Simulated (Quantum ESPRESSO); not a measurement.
**TaF3: zone-centre phonons under several settings**

```xyz
4
Lattice="3.9012 0.0000 0.0000 0.0000 3.9012 0.0000 0.0000 0.0000 3.9012" Properties=species:S:1:pos:R:3 pbc="T T T"
Ta    0.0000    0.0000    0.0000
F     1.9506    0.0000    0.0000
F     0.0000    1.9506    0.0000
F     0.0000    0.0000    1.9506
```

All runs used Quantum ESPRESSO 7.5; k mesh 5 × 5 × 5; given cell, atoms relaxed; no spin polarisation; occupations cold, width 0.2 eV.

```csv
level,potentials,cutoff (eV),pressure (GPa),lowest optical mode without the field (cm⁻¹),highest optical mode without the field (cm⁻¹)
PBE,JTH 2.0 PBE,707,24.0,203,754
PBE,SSSP 1.3 efficiency PBE,748,25.8,197,768
PBE,GBRV 1.5 PBE,762,?,?,?
PBE,PseudoDojo 0.4.1 SR PBE standard,1143,24.6,199,745
PBE,SPMS 1.0 PBE,1197,24.6,199,746
PBE,SG15 PBE 1.2,1197,24.3,194,743
PBE,Ansatz NC SR PBE,1320,25.5,197,755
```

What stands in the row left open?

Pressure 25.8 GPa; lowest optical mode without the field 197 cm⁻¹; highest optical mode without the field 768 cm⁻¹.

Caveats: the mesh is thin for the phonons of a metal; the cell is more than 3 GPa from zero pressure, which shifts response properties; before the sum rule the acoustic modes lie tens of cm⁻¹ from zero, a sign that the density grid also shifts the optical modes (some runs).

For the row left open. Caveat: the k mesh is coarse; the mesh is thin for the phonons of a metal; the cell is more than 3 GPa from zero pressure, which shifts response properties.

The runs don't all hold the same shells in valence.
